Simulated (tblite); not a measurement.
# C5H10FOSi: the cost of one run

The runs use tblite 0.8.0 and PySCF 2.14.0, with density-fitted response routines of our own; the level of theory stands in each step. All values are computed, except where a source is named. Atoms count from 0, in the outputs and in this text.

### Step 1. The molecule as given

18 atoms, charge 0, multiplicity 2; geometry from: force field or distance geometry start.

Bonds of the start (Å): C0–C1 1.54, C1–Si2 1.83, Si2–F3 1.61, Si2–C4 1.88, C4–C5 1.49, C5–O6 1.39, O6–C7 1.45, C7–Si2 1.88, C0–H8 1.09, C0–H9 1.10, C0–H10 1.10, C1–H11 1.09, C1–H12 1.09, C4–H13 1.10, C4–H14 1.08, C5–H15 1.09, C7–H16 1.09, C7–H17 1.09.

### Step 2. Geometry optimisation with GFN2-xTB

Job settings and geometry (Å):

```
{"job": {"kind": "relax", "xc": "GFN2-xTB", "basis": "xTB"}, "charge": 0, "multiplicity": 2}
C      1.921200    -0.734900     0.817800
C      1.557900    -0.494000    -0.655300
Si    -0.116300     0.170300    -0.988600
F     -0.354800     0.380100    -2.571600
C     -1.542600    -0.779600    -0.220200
C     -2.132500     0.159000     0.781800
O     -1.610100     1.433200     0.952100
C     -0.588800     1.713600    -0.032700
H      2.935500    -1.130000     0.905100
H      1.229100    -1.455700     1.288100
H      1.861400     0.195700     1.394600
H      2.302800     0.182400    -1.069000
H      1.674600    -1.446100    -1.171700
H     -2.292800    -1.040800    -0.976200
H     -1.201500    -1.684800     0.263800
H     -2.921000    -0.072200     1.494200
H      0.268000     2.142100     0.485800
H     -0.999000     2.468100    -0.709500
```

Launch:

```bash
OMP_NUM_THREADS=1 python probes_run.py task.json out
```

One launch serves the whole session: the jobs run in the order shown.

**Question.** How long does this first job take on 1 thread of Intel Xeon at 2.70GHz, shared host?

About 1.4 s.
